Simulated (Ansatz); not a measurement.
This script drives Ansatz's Python interface.

Contents of `znag.xyz`:
```text
2
Lattice="1.55083222 -2.29968166 0.0 1.55083222 2.29968166 0.0 0.0 0.0 4.42916164" Properties=species:S:1:pos:R:3 pbc="T T T"
Zn    1.55083222    0.00000000    2.21458082
Ag    0.00000000    0.00000000    0.00000000
```

`edit_znag.py`:
```python
import ansatz as az

FUNCTIONAL = 'LDA'
KMESH = (12, 12, 7)
FILLING = 'Fermi-Dirac'
SMEARING_WIDTH = 0.15


def main() -> None:
    system = az.Crystal.from_extxyz('znag.xyz')

    model = (
        system.calculation()
        .functional(FUNCTIONAL)
        .basis(18 * az.Ha)
        .kpoints(*KMESH)
        .occupations(FILLING, width=SMEARING_WIDTH)
        .band_table()
    )
    typed = model.input()
    rows = []
    for value in [2, 6, 12]:
        edited = typed.set(az.key.scf.n_extra_bands, value)
        r = az.Session.from_dict(edited).plan().execute().report
        rows.append((value, r['free_energy_ev'], r['n_iterations'], len(r['eigenvalues_ev'][0]) if 'eigenvalues_ev' in r else 0))
    for row in rows:
        print('; '.join(f'{name} = {round(v, 4) if isinstance(v, float) else v}' for name, v in zip(['extra bands', 'F eV', 'iterations', 'bands listed'], row)))
    print(edited.to_yaml())


if __name__ == '__main__':
    main()
```

It is started by `python edit_znag.py`. How long does it take on 1 thread of Arm Neoverse V1 (shared host), and how much memory does it need?

It took about 20 s, with a peak of 0.42 GiB, for 3 runs of the engine.

```console
$ python edit_znag.py
extra bands = 2; F eV = -10704.4228; iterations = 7; bands listed = 18
extra bands = 6; F eV = -10704.4228; iterations = 6; bands listed = 22
extra bands = 12; F eV = -10704.4228; iterations = 6; bands listed = 28
crystal:
  lattice:
    - [1.55083222, -2.29968166, 0.0]
    - [1.55083222, 2.29968166, 0.0]
    - [0.0, 0.0, 4.42916164]
  atoms:
    - { symbol: Zn, position: [0.5, 0.5, 0.5] }
    - { symbol: Ag, position: [0.0, 0.0, 0.0] }
basis:
  ecutwfc: 489.804952427784
kpoints:
  mp_grid:
    grid: [12, 12, 7]
hamiltonian:
  xc: lda
scf:
  occupations:
    method: fermi_dirac
    width: 0.15
  n_extra_bands: 12
output:
  eigenvalues: true
```

Notes:
- Absolute energies stand on the zero of these potentials, so only differences at equal settings mean something. A total without «per atom» is that of the whole cell that was run.
- For a metal this k-point mesh is coarse: on a finer one energies can move by several to tens of meV an atom and pressures by half a GPa or more, differences at one mesh by less.
- A Fermi-Dirac width this large means warm electrons, whose thermal share enters the free energy.
- This cell is a computed structure, which may not be the phase found in nature.
